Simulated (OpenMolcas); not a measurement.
# Ta³⁺ among point charges: CASSCF and CASPT2 levels and susceptibility

How does a field of 6 point charges split the states of Ta³⁺, and what χT follows?

The numbers are computed with OpenMolcas 26.06 (state-averaged CASSCF and CASPT2, spin-orbit coupling by RASSI with atomic mean-field integrals), except any that are marked as measured or tabulated.

### Step 1. Starting point

```
Species                           : Ta³⁺ (tantalum, Z = 73, 70 electrons)
Basis                             : ANO-RCC-VTZP [8s7p5d3f2g1h], 104 functions
Scalar Hamiltonian                : DKH2, point nucleus
Inactive shells                   : 1s 2s 2p 3s 3p 3d 4s 4p 4d 4f 5s 5p
Active space                      : 2 electrons in 5 orbitals (5d)
Some configurations of this space : 5d2
Orbitals                          : optimised for each spin and parity, averaged over all roots
```

The outer shells:

5d2
```
5d [↑ ][↑ ][  ][  ][  ]
```

The ion sits among 6 point charges of -1.7 e arranged as a tetragonal octahedron (D4h), 2.24 Å from the ion, with the axial distance 2.218 Å.

Each step is its own input file, run in one work folder so that later steps find the files of earlier ones. Labels, J, g values, rates, χT and fits are worked out afterwards by a script from the matrices that RASSI stores. The input lists half of the charges; inversion (Group=XYZ) makes the rest.

### Step 2. GATEWAY and SEWARD: basis and integrals

a.inp reads:

```
&GATEWAY
Coord
1

Ta 0.0 0.0 0.0
Basis=ANO-RCC-VTZP
Group=XYZ
NoMove
AngMom=0.0 0.0 0.0
AMFI
XField
3 Angstrom 0
2.240000 0.000000 0.000000 -1.700000
0.000000 2.240000 0.000000 -1.700000
0.000000 0.000000 2.217600 -1.700000
&SEWARD
```

Command:

```console
OMP_NUM_THREADS=1 MOLCAS_MEM=1689 MOLCAS_PROJECT=a pymolcas a.inp > a.log
```

The log of the run:

```text
Basis set label: TA.ANO-RCC...8S7P5D3F2G1H.

      Electronic valence basis set:
      ------------------
      Associated Effective Charge  73.000000 au
      Associated Actual Charge     73.000000 au
      Nuclear Model: Point charge

      Shell  nPrim  nBasis  Cartesian Spherical Contaminant
         s      24       8        X
         p      21       7        X
         d      15       5                 X
         f      11       3                 X
         g       4       2                 X
         h       2       1                 X
                  Relativistic Douglas-Kroll-Hess integrals:
                    - DKH order of Hamiltonian: 2
                    - DKH order of Properties : 0
                  Atomic mean-field integrals
```

### Step 3. Reference wave functions, triplets of even parity, 10 roots

a.inp reads:

```
&RASSCF
FileOrb=start.orb
Symmetry=1
Spin=3
nActEl=2 0 0
Inactive=15 19
Ras2=5 0
CIRoot=10 10 1
SDav=10
CIMx=300
Iter=120 100
PrWF=0.3
OrbListing=Nothing
MaxOrb=0
>>> COPY $Project.JobIph JOB001
```

start.orb holds the contracted functions of the basis, ordered by shell, or the orbitals of the step before.

The log of the run, shortened:

```text
[...]
      Number of active orbitals                  5
[...]
      Spin quantum number                      1.0
[...]
      Active orbitals                            5   0
[...]
      Number of CSFs                            10
      Number of root(s) required                10
[...]
      Convergence after 15 iterations
[...]
      Natural orbitals and occupation numbers for root  1
      sym 1:   0.955274  -0.000000   0.044726   0.955274   0.044726
      Natural orbitals and occupation numbers for root  2
      sym 1:   0.955274   0.044726   0.044726   0.955274  -0.000000
      Natural orbitals and occupation numbers for root  3
      sym 1:   0.050335   0.949665  -0.000000   0.949665   0.050335
::    RASSCF root number  1 Total energy: -15595.60611905
::    RASSCF root number  2 Total energy: -15595.60611905
::    RASSCF root number  3 Total energy: -15595.60490805
[...]
::    RASSCF root number  7 Total energy: -15595.51800719
::    RASSCF root number  8 Total energy: -15595.51433089
::    RASSCF root number  9 Total energy: -15595.51433089
::    RASSCF root number 10 Total energy: -15595.50398754
```

### Step 4. Reference wave functions, singlets of even parity, 15 roots

a.inp reads:

```
&RASSCF
FileOrb=start.orb
Symmetry=1
Spin=1
nActEl=2 0 0
Inactive=15 19
Ras2=5 0
CIRoot=15 15 1
SDav=15
CIMx=300
Iter=120 100
PrWF=0.3
OrbListing=Nothing
MaxOrb=0
>>> COPY $Project.JobIph JOB002
```

Command:

```console
OMP_NUM_THREADS=1 MOLCAS_MEM=1689 MOLCAS_PROJECT=a pymolcas a.inp > a.log
```

The log of the run, shortened:

```text
[...]
      Number of active orbitals                  5
[...]
      Spin quantum number                      0.0
[...]
      Active orbitals                            5   0
[...]
      Number of CSFs                            15
      Number of root(s) required                15
[...]
      Convergence after 15 iterations
[...]
      Natural orbitals and occupation numbers for root  1
      sym 1:   0.009445   0.016503   0.298633   1.376787   0.298633
      Natural orbitals and occupation numbers for root  2
      sym 1:   0.032852   0.967149   0.967146   0.032852   0.000000
      Natural orbitals and occupation numbers for root  3
      sym 1:   0.967148   0.032852   0.032852   0.000000   0.967147
::    RASSCF root number  1 Total energy: -15595.56163677
::    RASSCF root number  2 Total energy: -15595.56141920
::    RASSCF root number  3 Total energy: -15595.56141920
[...]
::    RASSCF root number 12 Total energy: -15595.49320128
::    RASSCF root number 13 Total energy: -15595.45022355
::    RASSCF root number 14 Total energy: -15595.44550316
::    RASSCF root number 15 Total energy: -15595.37611705
```

### Step 5. RASSI: spin-orbit coupling between the states

a.inp reads:

```
&RASSI
NrOfJobIphs=2 10 15
1 2 3 4 5 6 7 8 9 10
1 2 3 4 5 6 7 8 9 10 11 12 13 14 15
IphNames
JOB001
JOB002
EJob
SpinOrbit
DIPRint=1.0
SOCoupling=1000.0
Subsets=2
Property=9
'ANGMOM' 1 'ANGMOM' 2 'ANGMOM' 3 'MLTPL  1' 1 'MLTPL  1' 2 'MLTPL  1' 3
'AMFI' 1 'AMFI' 2 'AMFI' 3
SOProperty=3
'ANGMOM' 1 'ANGMOM' 2 'ANGMOM' 3
```

The log of the run, shortened:

```text
SPIN-FREE ENERGIES:
  (Shifted by EMIN (a.u.) =     -15595.6061190505)
 SF State       Relative EMIN(au)   Rel lowest level(eV)    D:o, cm**(-1)      L_eff
     1             0.0000000000        0.0000000000              0.0000         2.9
     2             0.0000000000        0.0000000000              0.0000         2.9
     3             0.0012109977        0.0329529271            265.7833         2.9
    11             0.0444822767        1.2104244122           9762.7313         3.0
    12             0.0446998522        1.2163449426           9810.4836         2.8
    13             0.0446998529        1.2163449624           9810.4837         2.8
    14             0.0470969881        1.2815743350          10336.5941         2.9
    15             0.0471111307        1.2819591750          10339.6981         3.1
     4             0.0474206327        1.2903811526          10407.6259         3.0
     5             0.0474206327        1.2903811526          10407.6259         3.0
[...]
Eigenvalues of complex Hamiltonian:
   -----------------------------------
  (Shifted by EMIN (a.u.) =     -15595.6061190505)
 SO State       Relative EMIN(au)   Rel lowest level(eV)    D:o, cm**(-1)     J-value
     1            -0.0140943660        0.0000000000              0.0000         1.5
     2            -0.0134334375        0.0179847804            145.0570         2.1
     3            -0.0115653205        0.0688188349            555.0613         1.8
     4            -0.0110256197        0.0835048424            673.5120         2.0
     5            -0.0110256197        0.0835048410            673.5120         2.0
     6             0.0042681122        0.4996684880           4030.0981         2.4
     7             0.0047692887        0.5133061953           4140.0937         2.7
     8             0.0047692887        0.5133061953           4140.0937         2.7
     9             0.0117061874        0.7020688250           5662.5670         2.9
    10             0.0324357715        1.2661495455          10212.1848         2.4
    11             0.0324357719        1.2661495544          10212.1849         2.4
[...]
```

These steps: 10 s of run time, 1 thread of Arm Neoverse V1, shared host.

Spin-free states, with their symmetry labels:

| state | degeneracy | E (cm-1) | free-ion L (%) |
| --- | --- | --- | --- |
| 3E | 2 | 0 | F (94) |
| 3A2 | 1 | 266 | F (94) |
| 1A1 | 1 | 9763 | D (53) |
| 1E | 2 | 9810 | D (63) |
| 1B2 | 1 | 10337 | D (59) |
| 1B1 | 1 | 10340 | D (51) |
| 3E | 2 | 10408 | F (100) |
| 3B2 | 1 | 10591 | F (100) |
| 3A2 | 1 | 19338 | P (94) |
| 1A1 | 1 | 20083 | G (76) |
| 3E | 2 | 20145 | P (94) |
| 1E | 2 | 22034 | G (63) |
| 3B1 | 1 | 22415 | F (100) |
| 1B2 | 1 | 23003 | G (59) |
| 1A2 | 1 | 23911 | G (100) |
| 1E | 2 | 24783 | G (100) |
| 1A1 | 1 | 34215 | G (53) |
| 1B1 | 1 | 35251 | G (51) |
| 1A1 | 1 | 50480 | S (76) |

With spin-orbit coupling:

```json
{"E (cm-1)": "0.0", "Degeneracy": "1", "Label": "B1", "2S+1": "3", "g": ""}
{"E (cm-1)": "145.1", "Degeneracy": "1", "Label": "A1", "2S+1": "3", "g": ""}
{"E (cm-1)": "555.1", "Degeneracy": "1", "Label": "B2", "2S+1": "3", "g": ""}
{"E (cm-1)": "673.5", "Degeneracy": "2", "Label": "E", "2S+1": "3", "g": "0.00 0.00 1.16"}
{"E (cm-1)": "4030", "Degeneracy": "1", "Label": "A2", "2S+1": "3", "g": ""}
{"E (cm-1)": "4140", "Degeneracy": "2", "Label": "E", "2S+1": "3", "g": "0.00 0.00 0.03"}
{"E (cm-1)": "5663", "Degeneracy": "1", "Label": "A1", "2S+1": "3", "g": ""}
{"E (cm-1)": "10212", "Degeneracy": "2", "Label": "E", "2S+1": "3", "g": "0.00 0.00 1.50"}
{"E (cm-1)": "10489", "Degeneracy": "1", "Label": "B2", "2S+1": "3", "g": ""}
{"E (cm-1)": "12463", "Degeneracy": "1", "Label": "B1", "2S+1": "3", "g": ""}
{"E (cm-1)": "12480", "Degeneracy": "1", "Label": "A1", "2S+1": "1", "g": ""}
{"E (cm-1)": "13041", "Degeneracy": "1", "Label": "B1", "2S+1": "1", "g": ""}
{"E (cm-1)": "14287", "Degeneracy": "1", "Label": "A2", "2S+1": "3", "g": ""}
{"E (cm-1)": "14365", "Degeneracy": "2", "Label": "E", "2S+1": "3", "g": "0.00 0.00 1.58"}
{"E (cm-1)": "14743", "Degeneracy": "1", "Label": "A1", "2S+1": "3", "g": ""}
{"E (cm-1)": "14836", "Degeneracy": "1", "Label": "B1", "2S+1": "3", "g": ""}
{"E (cm-1)": "15154", "Degeneracy": "2", "Label": "E", "2S+1": "3", "g": "0.00 0.00 0.86"}
{"E (cm-1)": "15260", "Degeneracy": "1", "Label": "B2", "2S+1": "1", "g": ""}
{"E (cm-1)": "19533", "Degeneracy": "1", "Label": "A1", "2S+1": "3", "g": ""}
{"E (cm-1)": "21790", "Degeneracy": "2", "Label": "E", "2S+1": "3", "g": "0.00 0.00 2.88"}
{"E (cm-1)": "22256", "Degeneracy": "1", "Label": "A2", "2S+1": "3", "g": ""}
{"E (cm-1)": "22664", "Degeneracy": "2", "Label": "E", "2S+1": "3", "g": "0.00 0.00 1.44"}
{"E (cm-1)": "23001", "Degeneracy": "1", "Label": "B2", "2S+1": "3", "g": ""}
{"E (cm-1)": "24056", "Degeneracy": "1", "Label": "A1", "2S+1": "3", "g": ""}
```

Principal g values are given for doublets only; a zero marks a field direction without first-order Zeeman splitting.

Powder χT (cm³ K/mol): 0.00 at 2 K, 0.00 at 5 K, 0.00 at 10 K, 0.00 at 20 K, 0.01 at 50 K, 0.02 at 100 K, 0.03 at 150 K, 0.04 at 200 K, 0.05 at 250 K, 0.07 at 300 K.

### Step 6. CASPT2: IPEA 0.25, imaginary shift 0.1 (closed shells correlated: 4f 5s 5p)

a.inp reads:

```
>>> COPY JOB001 $Project.JobIph
&CASPT2
Multistate=10 1 2 3 4 5 6 7 8 9 10
NoMult
Frozen=14 9
IPEA=0.25
Imaginary=0.1
MaxIter=60
WThr=0.0 0.3 0.05
PrWF=0.5
NoMix
>>> COPY JOB002 $Project.JobIph
&CASPT2
Multistate=15 1 2 3 4 5 6 7 8 9 10 11 12 13 14 15
NoMult
Frozen=14 9
IPEA=0.25
Imaginary=0.1
MaxIter=60
WThr=0.0 0.3 0.05
PrWF=0.5
NoMix
```

The log of the run, shortened:

```text
[...]
      Active orbitals                            5   0
[...]
      E2 (Variational):          -1.1243047798
      Total energy:          -15596.7304238303
[...]
::    CASPT2 Root  1     Total energy: -15596.73042383
::    CASPT2 Root  2     Total energy: -15596.73042384
[...]
::    CASPT2 Root 12     Total energy: -15596.62605082
::    CASPT2 Root 13     Total energy: -15596.58604588
::    CASPT2 Root 14     Total energy: -15596.58198118
::    CASPT2 Root 15     Total energy: -15596.52819745
```

Time for this run: 13 s (1 thread of Arm Neoverse V1, shared host).

SS-CASPT2: lowest energy less the reference's lowest, -1.1243 hartree; reference weights 0.885 to 0.902.

Spin-free states, with their symmetry labels:

| state | degeneracy | E (cm-1) | free-ion L (%) |
| --- | --- | --- | --- |
| 3E | 2 | 0 | F (94) |
| 3A2 | 1 | 328 | F (94) |
| 1E | 2 | 7467 | D (63) |
| 1A1 | 1 | 8064 | D (53) |
| 1B2 | 1 | 8282 | D (59) |
| 1B1 | 1 | 8503 | D (51) |
| 3E | 2 | 10036 | F (100) |
| 3B2 | 1 | 10660 | F (100) |
| 1A1 | 1 | 16406 | G (76) |
| 3A2 | 1 | 17847 | P (94) |
| 3E | 2 | 18529 | P (94) |
| 1E | 2 | 19766 | G (63) |
| 1B2 | 1 | 20607 | G (59) |
| 3B1 | 1 | 22157 | F (100) |
| 1A2 | 1 | 22254 | G (100) |
| 1E | 2 | 22907 | G (100) |
| 1A1 | 1 | 31687 | G (53) |
| 1B1 | 1 | 32579 | G (51) |
| 1A1 | 1 | 44384 | S (76) |

With spin-orbit coupling:

```tsv
E (cm-1)	Degeneracy	Label	2S+1	g
0	1	B1	3	
150	1	A1	3	
530	1	B2	3	
660	2	E	3	0.00 0.00 1.18
4090	1	A2	3	
4240	2	E	3	0.00 0.00 0.08
5630	1	A1	3	
8960	2	E	1	0.00 0.00 1.23
9420	1	B2	1	
10960	1	A1	1	
11380	1	B1	1	
12300	1	B1	3	
13980	1	A2	3	
13990	2	E	3	0.00 0.00 0.62
14170	1	B2	3	
14440	1	A1	3	
14480	2	E	3	0.00 0.00 2.05
14810	1	B1	3	
17530	1	A1	3	
20330	2	E	3	0.00 0.00 2.75
20730	1	A2	3	
21000	2	E	3	0.00 0.00 1.21
21330	1	A1	1	
21350	1	B2	3
```

Powder χT (cm³ K/mol): 0.00 at 2 K, 0.00 at 5 K, 0.00 at 10 K, 0.00 at 20 K, 0.01 at 50 K, 0.02 at 100 K, 0.03 at 150 K, 0.04 at 200 K, 0.06 at 250 K, 0.07 at 300 K.

### Step 7. The methods side by side

A. CASSCF
B. SS-CASPT2, IPEA 0.25, imaginary shift 0.1 (closed shells correlated: 4f 5s 5p)

| method | ground state | first state of that spin (cm-1) | first gap with spin-orbit (cm-1) | χT at 300 K |
| --- | --- | --- | --- | --- |
| A | 3E | 3A2 265.8 | 145.1 | 0.07 |
| B | 3E | 3A2 327.9 | 152.3 | 0.07 |

### Step 8. Summary of results

| quantity | value |
| --- | --- |
| method | SS-CASPT2, IPEA 0.25, imaginary shift 0.1 (closed shells correlated: 4f 5s 5p) |
| spin-free ground state | 3E, 2-fold in its orbital part |
| first state of the same spin within the active space | 3A2 at 328 cm⁻¹ |
| lowest level | 1-fold B1 |
| next level | 152.3 cm⁻¹ |
| χT at 300 K | 0.07 cm³ K/mol |
| effective moment at 300 K | 0.77 μB |

Cost by method:

| method | time of its own steps | time with the reference |
| --- | --- | --- |
| A. CASSCF | 10 s | 10 s |
| B. SS-CASPT2, IPEA 0.25, imaginary shift 0.1, +4f 5s 5p | 13 s | 23 s |

Times are of one thread on a shared host.

**Reading.** The spin-free ground state (3E) comes to 94 % from free-ion F terms and keeps the highest spin of the shell. χT at 300 K is 0.07, against 1.00 cm³ K/mol for the spin alone, so spin-orbit coupling lowers it. The field of point charges can differ much from that of real complexes. Point charges carry no covalency, so the field is a model and not that of real ligands.
